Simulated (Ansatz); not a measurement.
# C5H3NO: small, medium and large basis sets

How large a basis does C5H3NO need? Two functionals are run in growing sets.

Program: Ansatz 0.2.0, Gaussian basis. Level of theory: one geometry, several basis sets. These are calculated values, not measurements.

The runs, in order: PBE0-D4/def2-SVP; ωB97M-V/def2-SVP; PBE0-D4/def2-QZVPP; ωB97M-V/def2-QZVPP; the functionals' def2-TZVPP values are taken from earlier runs.

## (1) Structure used throughout

All runs share one geometry, relaxed beforehand with PBE0-D4 in a triple-zeta def2 set.

10 atoms, charge 0, spin multiplicity 1.

Atoms are counted from 1 here; the program's logs count them from 0.

Bond lengths: N1–C2 1.152 Å, C2–C3 1.409 Å, C3–C4 1.361 Å, C3–O7 1.357 Å, C4–C5 1.418 Å, C4–H8 1.078 Å, C5–C6 1.357 Å, C5–H9 1.078 Å, C6–O7 1.344 Å, C6–H10 1.078 Å. Angles: N1–C2–C3 178.7°, C2–C3–C4 131.7°, C2–C3–O7 117.9°, C4–C3–O7 110.4°, C3–C4–C5 105.9°, C3–C4–H8 125.9°, C5–C4–H8 128.2°, C4–C5–C6 106.0°, C4–C5–H9 127.4°, C6–C5–H9 126.6°, C5–C6–O7 111.0°, C5–C6–H10 133.1°, O7–C6–H10 115.8°, C3–O7–C6 106.6°.

Coordinates:

```
atom     x (Å)     y (Å)     z (Å)
  N1   1.13480  -3.11907   0.64524
  C2   0.78215  -2.04500   0.42185
  C3   0.31956  -0.74159   0.15166
  C4  -0.93791  -0.22574   0.07372
  C5  -0.77550   1.15014  -0.22927
  C6   0.56256   1.35987  -0.31054
  O7   1.24326   0.22394  -0.08268
  H8  -1.85573  -0.77242   0.21702
  H9  -1.55043   1.88617  -0.36814
 H10   1.16053   2.23241  -0.51585
```

## (2) PBE0-D4 in def2-SVP

File in.yaml:

```yaml
crystal:
  periodic: [false, false, false]
  atoms:
    - {symbol: N, position_ang: [1.134802, -3.119073, 0.645241]}
    - {symbol: C, position_ang: [0.782152, -2.045001, 0.421845]}
    - {symbol: C, position_ang: [0.319564, -0.741589, 0.151657]}
    - {symbol: C, position_ang: [-0.937912, -0.225743, 0.073717]}
    - {symbol: C, position_ang: [-0.775502, 1.150137, -0.229270]}
    - {symbol: C, position_ang: [0.562562, 1.359871, -0.310537]}
    - {symbol: O, position_ang: [1.243261, 0.223938, -0.082685]}
    - {symbol: H, position_ang: [-1.855732, -0.772420, 0.217017]}
    - {symbol: H, position_ang: [-1.550426, 1.886168, -0.368137]}
    - {symbol: H, position_ang: [1.160532, 2.232412, -0.515846]}
basis:
  gaussian: {orbitals: def2-SVP}
hamiltonian: {xc: pbe0, dispersion: d4}
output: {orbitals: {seedname: orbitals}}
```

After this run come: ωB97M-V in def2-SVP; PBE0-D4 in def2-QZVPP; ωB97M-V in def2-QZVPP.

Before running them: what should the planned runs give, taken together? Wanted: PBE0-D4: double and triple zeta above quadruple; ωB97M-V: double and triple zeta above quadruple.

**Answer**, as computed:

| quantity | value |
| --- | --- |
| PBE0-D4: double and triple zeta above quadruple | 10.17, 0.44 eV |
| ωB97M-V: double and triple zeta above quadruple | 10.44, 0.41 eV |

**Reading.** PBE0-D4 gains 9.72 eV from double to triple zeta, then 0.44 eV more. Total energies overstate the basis error of differences, where much of it tends to cancel.
